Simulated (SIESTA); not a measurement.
AgRh:

```xyz
2
Lattice="2.7776 0.0000 0.0000 -1.3888 2.4055 0.0000 0.0000 0.0000 4.8086" Properties=species:S:1:pos:R:3 pbc="T T T"
Ag    0.0000    0.0000    2.4043
Rh    1.3888    0.8018    0.0000
```

The cell comes from a database or a generator and needn't be the stable form of this composition.

```yaml
Program: SIESTA 5.4.2
Task: single point
Functional: PBE
Potentials_or_basis: PseudoDojo 0.4 standard (PBE files)
Basis: DZP (energy shift 0.003 Ry; two zetas on semicore shells)
Grid_cutoff: 800 Ry
Energy_shift: 0.003 Ry
k_mesh: 11 × 11 × 6
Occupations: fermi-dirac, width 0.05 eV
Spin: no spin polarisation
```

On this cell: pressure -0.7 GPa; largest force under 0.003 eV/Å; band gap on the k mesh none (metal or under the smearing width).

The same run follows on a disturbed copy (atoms moved at random, drawn with an rms of 0.05 Å):

```
Ag Rh
1.0
     2.77759    0.00000    0.00000
    -1.38879    2.40546    0.00000
     0.00000    0.00000    4.80860
Ag Rh
1 1
Direct
  0.97271 0.99520 0.50345
  0.67133 0.31452 0.99114
```

Task: What does the disturbed cell give?

Result: The energy (extrapolated to zero smearing) moves by +10.4 meV/atom; pressure -0.3 GPa; largest force 0.493 eV/Å; band gap on the k mesh none (metal or under the smearing width).

Forces on the atoms (eV/Å):
```
Ag   0.118 -0.052 -0.475
Rh  -0.119  0.051  0.475
```

Stress tensor (GPa, compression positive):
```
 0.23 -0.68 -0.36
-0.68 -0.17  0.16
-0.36  0.16 -1.06
```

Caveats: short orbitals over semicore shells can move pressures by several GPa; the basis of atomic orbitals isn't converged, which shifts pressures, moduli and gaps.
